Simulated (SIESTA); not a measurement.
Cu3Ni under changes of volume

One of the cells (11.404 Å³/atom); the others are scaled copies at fixed shape and fractional positions:

```xyz
4
Lattice="1.3249 -2.0740 0.0000 1.3249 2.0740 0.0000 0.0000 0.0000 8.3005" Properties=species:S:1:pos:R:3 pbc="T T T"
Cu    1.3249    0.0000    2.0477
Cu    0.0000    0.0000    4.1502
Cu    1.3249    0.0000    6.2528
Ni    0.0000    0.0000    0.0000
```

The cell comes from a database or a generator and needn't be the stable form of this composition.

```yaml
Program: SIESTA 5.4.2
Functional: PBEsol
Potentials_or_basis: PseudoDojo 0.4 standard (PBEsol files)
Basis: DZP (energy shift 0.003 Ry; two zetas on semicore shells)
Grid_cutoff: 800 Ry
Energy_shift: 0.003 Ry
k_mesh: 12 × 12 × 4
Occupations: fermi-dirac, width 0.05 eV
Spin: collinear spin, ferromagnetic start
Starting_moments: "[0.6, 0.6, 0.6, 1.0] μB"
```

| volume (Å³/atom) | energy over the lowest point (meV/atom) | pressure (GPa) | largest force (eV/Å) |
| --- | --- | --- | --- |
| 10.510 | 15.92 | 10.5 | 0.094 |
| 10.733 | 4.72 | 5.7 | 0.102 |
| 10.957 | 0.00 | 1.2 | 0.054 |
| 11.404 | 7.05 | -5.7 | 0.019 |
| 11.628 | ? | ? | ? |
| 11.851 | 31.24 | -11.4 | 0.023 |

Q: What does the run at 11.628 Å³/atom give?

A: Energy over the lowest point 17.13 meV/atom; pressure -8.6 GPa; largest force 0.018 eV/Å.

Worked out: A Birch-Murnaghan fit of order 3 (a polynomial in V^(-2/3)) to the other rows has its minimum at 11.02 Å³/atom with B0 = V·E''(V) = 193 GPa and B' = 6.1 at fixed shape and positions, which overstates the stiffness. It gives 17.33 meV/atom at 11.628 Å³/atom, against the run's 17.13, and -dE/dV = -8.7 GPa, against -8.6.

Energies are extrapolated to zero smearing.

Caveats: short orbitals over semicore shells can move pressures by several GPa; the basis of atomic orbitals isn't converged, which shifts pressures, moduli and gaps.
